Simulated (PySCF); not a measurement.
# BeCl₂FH, a complex of two parts: interaction energy, part 2 of 3

PySCF 2.14.0. Atoms count from 0, parts from 1. The steps go on from the part before.

## Step 5: Coupled-cluster interaction energy: CCSD(T) and MP2, 2.79 Å

The job: settings as JSON, then the geometry in Å.

```
{"job": {"kind": "intercc", "basis": "aug-cc-pVDZ", "basis_mid": "aug-cc-pVTZ", "basis_large": "aug-cc-pVQZ"}, "charge": 0, "multiplicity": 1, "parts": [{"atoms": "0-2", "charge": 0, "multiplicity": 1}, {"atoms": "3-4", "charge": 0, "multiplicity": 1}]}
Cl    -1.122306    -0.177520     0.354494
Be     0.609188    -0.432203    -0.087138
Cl     2.328406    -0.702347    -0.519494
F     -4.644089     0.666370     1.141236
H     -3.761522     0.499223     0.930037
```

With the program's defaults for keys left out, this is: CCSD(T)/aug-cc-pVDZ and MP2/aug-cc-pVTZ, aug-cc-pVQZ counterpoise interaction energy, frozen core, gas phase.

Log:

```text
part 1, own basis, geometry of the cluster: E = -933.8406764369 (as before)

part 2, own basis, geometry of the cluster: E = -100.0607805674 (as before)

part 1, own basis, relaxed alone: E = -933.8406989219 (as before)

part 2, own basis, relaxed alone: E = -100.0608782451 (as before)

cluster
final grid: 6016 points
cycle   1  E = -1033.9024168724  dE = -8.293e-04  |g| = 1.369e-02  |ddm| = 7.843e-01
cycle   2  E = -1033.9024809218  dE = -6.405e-05  |g| = 4.866e-03  |ddm| = 7.229e-02
cycle   3  E = -1033.9024892474  dE = -8.326e-06  |g| = 1.555e-03  |ddm| = 9.344e-03
cycle   4  E = -1033.9024907515  dE = -1.504e-06  |g| = 4.198e-04  |ddm| = 5.189e-03
cycle   5  E = -1033.9024908272  dE = -7.575e-08  |g| = 1.371e-04  |ddm| = 1.041e-03
cycle   6  E = -1033.9024908360  dE = -8.745e-09  |g| = 4.446e-05  |ddm| = 4.010e-04
cycle   7  E = -1033.9024908368  dE = -8.642e-10  |g| = 1.049e-05  |ddm| = 1.051e-04
converged SCF energy = -1033.9024908368

part 1 in the basis of the cluster
final grid: 6016 points
cycle   1  E = -933.8407252139  dE = -4.915e-05  |g| = 9.512e-04  |ddm| = 7.795e-01
cycle   2  E = -933.8407255664  dE = -3.525e-07  |g| = 9.828e-05  |ddm| = 7.696e-02
cycle   3  E = -933.8407255710  dE = -4.547e-09  |g| = 1.180e-05  |ddm| = 9.368e-03
cycle   4  E = -933.8407255710  dE = -4.923e-11  |g| = 4.033e-06  |ddm| = 3.092e-04
converged SCF energy = -933.8407255710

part 2 in the basis of the cluster
final grid: 6016 points
cycle   1  E = -100.0608108825  dE = -3.125e-05  |g| = 1.184e-03  |ddm| = 2.682e-01
cycle   2  E = -100.0608113170  dE = -4.346e-07  |g| = 1.595e-04  |ddm| = 2.782e-02
cycle   3  E = -100.0608113264  dE = -9.411e-09  |g| = 1.494e-05  |ddm| = 4.006e-03
cycle   4  E = -100.0608113265  dE = -4.422e-11  |g| = 7.533e-06  |ddm| = 1.180e-04
converged SCF energy = -100.0608113265

Interaction energy (kcal/mol)
  counterpoise       -1.030
  uncorrected        -1.345
  dispersion part     0.000
  deformation         0.014
  binding            -1.016

Decomposition of the uncorrected value (kcal/mol)
  electrostatic      -0.606
  Pauli               0.523
  orbital            -0.567
  dispersion          0.000
  correlation        -0.695

Charge of each part in the cluster: 0.003 -0.003
part 1, own basis, geometry of the cluster: E = -933.8481477227 (as before)

part 2, own basis, geometry of the cluster: E = -100.0682435067 (as before)

part 1, own basis, relaxed alone: E = -933.8481726771 (as before)

part 2, own basis, relaxed alone: E = -100.0683486834 (as before)

cluster
final grid: 6016 points
cycle   1  E = -1033.9172949593  dE = -7.987e-04  |g| = 1.452e-02  |ddm| = 6.172e-01
cycle   2  E = -1033.9173605517  dE = -6.559e-05  |g| = 5.356e-03  |ddm| = 8.598e-02
cycle   3  E = -1033.9173692393  dE = -8.688e-06  |g| = 1.583e-03  |ddm| = 1.728e-02
cycle   4  E = -1033.9173708314  dE = -1.592e-06  |g| = 4.432e-04  |ddm| = 9.575e-03
cycle   5  E = -1033.9173709139  dE = -8.253e-08  |g| = 1.422e-04  |ddm| = 1.066e-03
cycle   6  E = -1033.9173709234  dE = -9.463e-09  |g| = 4.738e-05  |ddm| = 6.833e-04
cycle   7  E = -1033.9173709243  dE = -9.459e-10  |g| = 1.158e-05  |ddm| = 1.935e-04
converged SCF energy = -1033.9173709243

part 1 in the basis of the cluster
final grid: 6016 points
cycle   1  E = -933.8481532327  dE = -5.434e-06  |g| = 3.310e-04  |ddm| = 3.674e-01
cycle   2  E = -933.8481532763  dE = -4.364e-08  |g| = 3.643e-05  |ddm| = 3.345e-02
cycle   3  E = -933.8481532770  dE = -7.029e-10  |g| = 2.988e-06  |ddm| = 3.872e-03
converged SCF energy = -933.8481532770

part 2 in the basis of the cluster
final grid: 6016 points
cycle   1  E = -100.0682624164  dE = -2.012e-05  |g| = 9.000e-04  |ddm| = 4.490e-01
cycle   2  E = -100.0682626690  dE = -2.526e-07  |g| = 1.111e-04  |ddm| = 4.757e-02
cycle   3  E = -100.0682626736  dE = -4.630e-09  |g| = 6.925e-06  |ddm| = 6.032e-03
cycle   4  E = -100.0682626737  dE = -1.803e-11  |g| = 2.281e-06  |ddm| = 1.198e-04
converged SCF energy = -100.0682626737

Interaction energy (kcal/mol)
  counterpoise       -1.065
  uncorrected        -1.189
  dispersion part     0.000
  deformation         0.024
  binding            -1.040

Decomposition of the uncorrected value (kcal/mol)
  electrostatic      -0.588
  Pauli               0.521
  orbital            -0.549
  dispersion          0.000
  correlation        -0.574

Charge of each part in the cluster: 0.003 -0.003
part 1 in the basis of the cluster: E(HF) = -933.811837777  E2 = -0.325732835  E(CCSD corr) = -0.350792477  (T) = -0.009736282
part 2 in the basis of the cluster: E(HF) = -100.033297247  E2 = -0.222803326  E(CCSD corr) = -0.226475099  (T) = -0.004211593
cluster: E(HF) = -1033.845995759  E2 = -0.549120247  E(CCSD corr) = -0.577733287  (T) = -0.014028430

Counterpoise interaction energy (kcal/mol)
  hf_small                  -0.540
  mp2_small                 -0.907
  ccsd_small                -0.832
  ccsdt_small               -0.883
  hf_large                  -0.599
  mp2_large                 -1.065
  hf_middle                 -0.599
  mp2_middle                -1.030
  scs_mp2_large             -0.921
  mp2_limit                 -1.089
  ccsdt_less_mp2             0.024
  ccsdt_limit_estimate      -1.066
  bsse_mp2_large             0.124
```

Run time: 2.9 min. Hardware: 1 thread of Arm Neoverse N1, shared host; peak memory 1.8 GiB.

Contacts at this geometry (a selection, picked against the atoms' radii; other short pairs can be missing):

```csv
atoms,distance (Å),kind (by distance and angle),angle (°)
Cl0···H4,2.79,hydrogen bond,176
```

Differences are taken before rounding.

```csv
method,interaction energy (kcal/mol),"from CCSD(T), limit estimate (kcal/mol)"
HF/aug-cc-pVDZ,-0.54,+0.53
MP2/aug-cc-pVDZ,-0.91,+0.16
CCSD/aug-cc-pVDZ,-0.83,+0.23
CCSD(T)/aug-cc-pVDZ,-0.88,+0.18
HF/aug-cc-pVQZ,-0.60,+0.47
MP2/aug-cc-pVQZ,-1.06,0.00
SCS-MP2/aug-cc-pVQZ,-0.92,+0.14
"MP2, extrapolated",-1.09,-0.02
"CCSD(T), limit estimate",-1.07,0
```

## Step 6: Coupled-cluster interaction energy: CCSD(T) and MP2, 2.40 Å

Same as in step 5 but for these lines:

```diff
@@ -4,3 +4,3 @@
 Cl     2.328406    -0.702347    -0.519494
-F     -4.644089     0.666370     1.141236
-H     -3.761522     0.499223     0.930037
+F     -4.284196     0.574087     1.062753
+H     -3.401629     0.406940     0.851554
```

Method: CCSD(T)/aug-cc-pVDZ and MP2/aug-cc-pVTZ, aug-cc-pVQZ counterpoise interaction energy, frozen core, gas phase.

Log:

```text
part 1, own basis, geometry of the cluster: E = -933.8406764369 (as before)

part 2, own basis, geometry of the cluster: E = -100.0607805674 (as before)

part 1, own basis, relaxed alone: E = -933.8406989219 (as before)

part 2, own basis, relaxed alone: E = -100.0608782451 (as before)

cluster
final grid: 6016 points
cycle   1  E = -1033.9014650023  dE = -2.133e-03  |g| = 2.168e-02  |ddm| = 8.169e-01
cycle   2  E = -1033.9016256601  dE = -1.607e-04  |g| = 7.966e-03  |ddm| = 8.192e-02
cycle   3  E = -1033.9016470179  dE = -2.136e-05  |g| = 2.721e-03  |ddm| = 1.512e-02
cycle   4  E = -1033.9016511674  dE = -4.150e-06  |g| = 8.343e-04  |ddm| = 8.556e-03
cycle   5  E = -1033.9016514478  dE = -2.803e-07  |g| = 2.692e-04  |ddm| = 1.953e-03
cycle   6  E = -1033.9016514836  dE = -3.586e-08  |g| = 7.327e-05  |ddm| = 7.462e-04
cycle   7  E = -1033.9016514861  dE = -2.492e-09  |g| = 1.736e-05  |ddm| = 2.159e-04
cycle   8  E = -1033.9016514863  dE = -1.969e-10  |g| = 3.657e-06  |ddm| = 1.004e-04
converged SCF energy = -1033.9016514863

part 1 in the basis of the cluster
final grid: 6016 points
cycle   1  E = -933.8407457919  dE = -6.940e-05  |g| = 1.245e-03  |ddm| = 7.906e-01
cycle   2  E = -933.8407463236  dE = -5.317e-07  |g| = 1.324e-04  |ddm| = 8.294e-02
cycle   3  E = -933.8407463309  dE = -7.283e-09  |g| = 1.507e-05  |ddm| = 1.049e-02
cycle   4  E = -933.8407463310  dE = -6.605e-11  |g| = 5.139e-06  |ddm| = 3.033e-04
converged SCF energy = -933.8407463310

part 2 in the basis of the cluster
final grid: 6016 points
cycle   1  E = -100.0608236893  dE = -4.401e-05  |g| = 1.396e-03  |ddm| = 3.070e-01
cycle   2  E = -100.0608242701  dE = -5.808e-07  |g| = 1.846e-04  |ddm| = 3.066e-02
cycle   3  E = -100.0608242824  dE = -1.231e-08  |g| = 1.477e-05  |ddm| = 4.089e-03
cycle   4  E = -100.0608242825  dE = -6.789e-11  |g| = 6.281e-06  |ddm| = 1.044e-04
converged SCF energy = -100.0608242825

Interaction energy (kcal/mol)
  counterpoise       -1.034
  uncorrected        -1.497
  dispersion part     0.000
  deformation         0.014
  binding            -1.020

Decomposition of the uncorrected value (kcal/mol)
  electrostatic      -0.875
  Pauli               2.208
  orbital            -1.455
  dispersion          0.000
  correlation        -1.375

Charge of each part in the cluster: 0.008 -0.008
part 1, own basis, geometry of the cluster: E = -933.8481477227 (as before)

part 2, own basis, geometry of the cluster: E = -100.0682435067 (as before)

part 1, own basis, relaxed alone: E = -933.8481726771 (as before)

part 2, own basis, relaxed alone: E = -100.0683486834 (as before)

cluster
final grid: 6016 points
cycle   1  E = -1033.9163072391  dE = -2.066e-03  |g| = 2.276e-02  |ddm| = 7.061e-01
cycle   2  E = -1033.9164691187  dE = -1.619e-04  |g| = 8.614e-03  |ddm| = 1.008e-01
cycle   3  E = -1033.9164910815  dE = -2.196e-05  |g| = 2.728e-03  |ddm| = 2.313e-02
cycle   4  E = -1033.9164954024  dE = -4.321e-06  |g| = 8.646e-04  |ddm| = 1.163e-02
cycle   5  E = -1033.9164956983  dE = -2.959e-07  |g| = 2.785e-04  |ddm| = 1.886e-03
cycle   6  E = -1033.9164957360  dE = -3.768e-08  |g| = 7.941e-05  |ddm| = 1.151e-03
cycle   7  E = -1033.9164957388  dE = -2.834e-09  |g| = 1.907e-05  |ddm| = 3.530e-04
cycle   8  E = -1033.9164957391  dE = -2.274e-10  |g| = 3.970e-06  |ddm| = 1.263e-04
converged SCF energy = -1033.9164957391

part 1 in the basis of the cluster
final grid: 6016 points
cycle   1  E = -933.8481569366  dE = -8.676e-06  |g| = 4.487e-04  |ddm| = 4.770e-01
cycle   2  E = -933.8481570048  dE = -6.823e-08  |g| = 5.020e-05  |ddm| = 4.206e-02
cycle   3  E = -933.8481570060  dE = -1.154e-09  |g| = 4.428e-06  |ddm| = 4.871e-03
cycle   4  E = -933.8481570060  dE = -1.091e-11  |g| = 1.262e-06  |ddm| = 1.614e-04
converged SCF energy = -933.8481570060

part 2 in the basis of the cluster
final grid: 6016 points
cycle   1  E = -100.0682706760  dE = -2.837e-05  |g| = 1.048e-03  |ddm| = 4.590e-01
cycle   2  E = -100.0682710329  dE = -3.569e-07  |g| = 1.320e-04  |ddm| = 5.134e-02
cycle   3  E = -100.0682710397  dE = -6.863e-09  |g| = 1.089e-05  |ddm| = 6.813e-03
cycle   4  E = -100.0682710398  dE = -3.423e-11  |g| = 5.258e-06  |ddm| = 9.950e-05
converged SCF energy = -100.0682710398

Interaction energy (kcal/mol)
  counterpoise       -1.102
  uncorrected        -1.327
  dispersion part     0.000
  deformation         0.024
  binding            -1.077

Decomposition of the uncorrected value (kcal/mol)
  electrostatic      -0.840
  Pauli               2.189
  orbital            -1.415
  dispersion          0.000
  correlation        -1.261

Charge of each part in the cluster: 0.008 -0.008
part 1 in the basis of the cluster: E(HF) = -933.811923904  E2 = -0.325930395  E(CCSD corr) = -0.351000842  (T) = -0.009758235
part 2 in the basis of the cluster: E(HF) = -100.033319466  E2 = -0.222884940  E(CCSD corr) = -0.226558173  (T) = -0.004232555
cluster: E(HF) = -1033.845003199  E2 = -0.550072038  E(CCSD corr) = -0.578540325  (T) = -0.014168000

Counterpoise interaction energy (kcal/mol)
  hf_small                   0.151
  mp2_small                 -0.638
  ccsd_small                -0.465
  ccsdt_small               -0.576
  hf_large                  -0.043
  mp2_large                 -1.102
  hf_middle                 -0.051
  mp2_middle                -1.034
  scs_mp2_large             -0.804
  mp2_limit                 -1.158
  ccsdt_less_mp2             0.062
  ccsdt_limit_estimate      -1.096
  bsse_mp2_large             0.225
```

Wall time 3 min (1 thread of Arm Neoverse N1, shared host); peak memory 1.6 GiB.

Contacts at this geometry (a selection, picked against the atoms' radii; other short pairs can be missing):

```csv
atoms,distance (Å),kind (by distance and angle),angle (°)
H4···Cl0,2.40,hydrogen bond,176
```

Differences are taken before rounding.

```csv
method,interaction energy (kcal/mol),"from CCSD(T), limit estimate (kcal/mol)"
HF/aug-cc-pVDZ,0.15,+1.25
MP2/aug-cc-pVDZ,-0.64,+0.46
CCSD/aug-cc-pVDZ,-0.47,+0.63
CCSD(T)/aug-cc-pVDZ,-0.58,+0.52
HF/aug-cc-pVQZ,-0.04,+1.05
MP2/aug-cc-pVQZ,-1.10,-0.01
SCS-MP2/aug-cc-pVQZ,-0.80,+0.29
"MP2, extrapolated",-1.16,-0.06
"CCSD(T), limit estimate",-1.10,0
```

## Step 7: Coupled-cluster interaction energy: CCSD(T) and MP2, 3.17 Å

Same as in step 6 but for these lines:

```diff
@@ -4,3 +4,3 @@
 Cl     2.328406    -0.702347    -0.519494
-F     -4.284196     0.574087     1.062753
-H     -3.401629     0.406940     0.851554
+F     -5.003982     0.758653     1.219719
+H     -4.121415     0.591506     1.008520
```

Method: CCSD(T)/aug-cc-pVDZ and MP2/aug-cc-pVTZ, aug-cc-pVQZ counterpoise interaction energy, frozen core, gas phase.

Log:

```text
part 1, own basis, geometry of the cluster: E = -933.8406764369 (as before)

part 2, own basis, geometry of the cluster: E = -100.0607805674 (as before)

part 1, own basis, relaxed alone: E = -933.8406989219 (as before)

part 2, own basis, relaxed alone: E = -100.0608782451 (as before)

cluster
final grid: 6016 points
cycle   1  E = -1033.9023962447  dE = -3.810e-04  |g| = 9.369e-03  |ddm| = 5.976e-01
cycle   2  E = -1033.9024254941  dE = -2.925e-05  |g| = 3.264e-03  |ddm| = 5.760e-02
cycle   3  E = -1033.9024292437  dE = -3.750e-06  |g| = 9.888e-04  |ddm| = 7.389e-03
cycle   4  E = -1033.9024298739  dE = -6.302e-07  |g| = 2.308e-04  |ddm| = 4.177e-03
cycle   5  E = -1033.9024298997  dE = -2.581e-08  |g| = 6.984e-05  |ddm| = 6.641e-04
cycle   6  E = -1033.9024299022  dE = -2.511e-09  |g| = 2.448e-05  |ddm| = 2.493e-04
cycle   7  E = -1033.9024299025  dE = -2.526e-10  |g| = 6.839e-06  |ddm| = 5.023e-05
converged SCF energy = -1033.9024299025

part 1 in the basis of the cluster
final grid: 6016 points
cycle   1  E = -933.8407113139  dE = -3.516e-05  |g| = 7.936e-04  |ddm| = 5.607e-01
cycle   2  E = -933.8407115864  dE = -2.725e-07  |g| = 9.178e-05  |ddm| = 5.400e-02
cycle   3  E = -933.8407115905  dE = -4.076e-09  |g| = 1.061e-05  |ddm| = 6.942e-03
cycle   4  E = -933.8407115905  dE = -3.388e-11  |g| = 3.794e-06  |ddm| = 2.621e-04
converged SCF energy = -933.8407115905

part 2 in the basis of the cluster
final grid: 6016 points
cycle   1  E = -100.0608041052  dE = -2.434e-05  |g| = 1.034e-03  |ddm| = 2.707e-01
cycle   2  E = -100.0608044598  dE = -3.546e-07  |g| = 1.408e-04  |ddm| = 2.943e-02
cycle   3  E = -100.0608044675  dE = -7.693e-09  |g| = 1.343e-05  |ddm| = 4.348e-03
cycle   4  E = -100.0608044675  dE = -3.045e-11  |g| = 6.725e-06  |ddm| = 9.891e-05
converged SCF energy = -100.0608044675

Interaction energy (kcal/mol)
  counterpoise       -0.753
  uncorrected        -0.957
  dispersion part     0.000
  deformation         0.014
  binding            -0.739

Decomposition of the uncorrected value (kcal/mol)
  electrostatic      -0.472
  Pauli               0.121
  orbital            -0.260
  dispersion          0.000
  correlation        -0.346

Charge of each part in the cluster: 0.001 -0.001
part 1, own basis, geometry of the cluster: E = -933.8481477227 (as before)

part 2, own basis, geometry of the cluster: E = -100.0682435067 (as before)

part 1, own basis, relaxed alone: E = -933.8481726771 (as before)

part 2, own basis, relaxed alone: E = -100.0683486834 (as before)

cluster
final grid: 6016 points
cycle   1  E = -1033.9172908279  dE = -3.563e-04  |g| = 9.972e-03  |ddm| = 5.461e-01
cycle   2  E = -1033.9173209120  dE = -3.008e-05  |g| = 3.628e-03  |ddm| = 7.259e-02
cycle   3  E = -1033.9173248564  dE = -3.944e-06  |g| = 1.013e-03  |ddm| = 1.270e-02
cycle   4  E = -1033.9173255283  dE = -6.719e-07  |g| = 2.512e-04  |ddm| = 6.988e-03
cycle   5  E = -1033.9173255570  dE = -2.875e-08  |g| = 7.390e-05  |ddm| = 6.916e-04
cycle   6  E = -1033.9173255599  dE = -2.818e-09  |g| = 2.526e-05  |ddm| = 5.087e-04
cycle   7  E = -1033.9173255601  dE = -2.647e-10  |g| = 7.439e-06  |ddm| = 9.128e-05
converged SCF energy = -1033.9173255601

part 1 in the basis of the cluster
final grid: 6016 points
cycle   1  E = -933.8481516504  dE = -3.951e-06  |g| = 2.759e-04  |ddm| = 3.348e-01
cycle   2  E = -933.8481516847  dE = -3.431e-08  |g| = 3.114e-05  |ddm| = 3.220e-02
cycle   3  E = -933.8481516853  dE = -5.725e-10  |g| = 2.359e-06  |ddm| = 3.839e-03
converged SCF energy = -933.8481516853

part 2 in the basis of the cluster
final grid: 6016 points
cycle   1  E = -100.0682571439  dE = -1.464e-05  |g| = 7.718e-04  |ddm| = 3.677e-01
cycle   2  E = -100.0682573219  dE = -1.780e-07  |g| = 9.354e-05  |ddm| = 3.506e-02
cycle   3  E = -100.0682573250  dE = -3.197e-09  |g| = 4.943e-06  |ddm| = 4.446e-03
cycle   4  E = -100.0682573251  dE = -9.862e-12  |g| = 7.192e-07  |ddm| = 1.412e-04
converged SCF energy = -100.0682573251

Interaction energy (kcal/mol)
  counterpoise       -0.772
  uncorrected        -0.845
  dispersion part     0.000
  deformation         0.024
  binding            -0.748

Decomposition of the uncorrected value (kcal/mol)
  electrostatic      -0.463
  Pauli               0.121
  orbital            -0.245
  dispersion          0.000
  correlation        -0.258

Charge of each part in the cluster: 0.001 -0.001
part 1 in the basis of the cluster: E(HF) = -933.811786150  E2 = -0.325613236  E(CCSD corr) = -0.350665106  (T) = -0.009722356
part 2 in the basis of the cluster: E(HF) = -100.033278300  E2 = -0.222749064  E(CCSD corr) = -0.226421515  (T) = -0.004196977
cluster: E(HF) = -1033.845962474  E2 = -0.548621303  E(CCSD corr) = -0.577288928  (T) = -0.013951309

Counterpoise interaction energy (kcal/mol)
  hf_small                  -0.564
  mp2_small                 -0.726
  ccsd_small                -0.691
  ccsdt_small               -0.711
  hf_large                  -0.575
  mp2_large                 -0.772
  hf_middle                 -0.573
  mp2_middle                -0.753
  scs_mp2_large             -0.700
  mp2_limit                 -0.785
  ccsdt_less_mp2             0.015
  ccsdt_limit_estimate      -0.770
  bsse_mp2_large             0.073
```

Wall time 2.9 min (1 thread of Arm Neoverse N1, shared host); peak memory 1.7 GiB.

Contacts at this geometry (a selection, picked against the atoms' radii; other short pairs can be missing):

```csv
atoms,distance (Å),kind (by distance and angle),angle (°)
Cl0···H4,3.16,at van der Waals distance,–
```

```csv
method,interaction energy (kcal/mol),"from CCSD(T), limit estimate (kcal/mol)"
HF/aug-cc-pVDZ,-0.56,+0.21
MP2/aug-cc-pVDZ,-0.73,+0.04
CCSD/aug-cc-pVDZ,-0.69,+0.08
CCSD(T)/aug-cc-pVDZ,-0.71,+0.06
HF/aug-cc-pVQZ,-0.58,+0.19
MP2/aug-cc-pVQZ,-0.77,0.00
SCS-MP2/aug-cc-pVQZ,-0.70,+0.07
"MP2, extrapolated",-0.79,-0.02
"CCSD(T), limit estimate",-0.77,0
```

(Continued in part 3 of 3.)
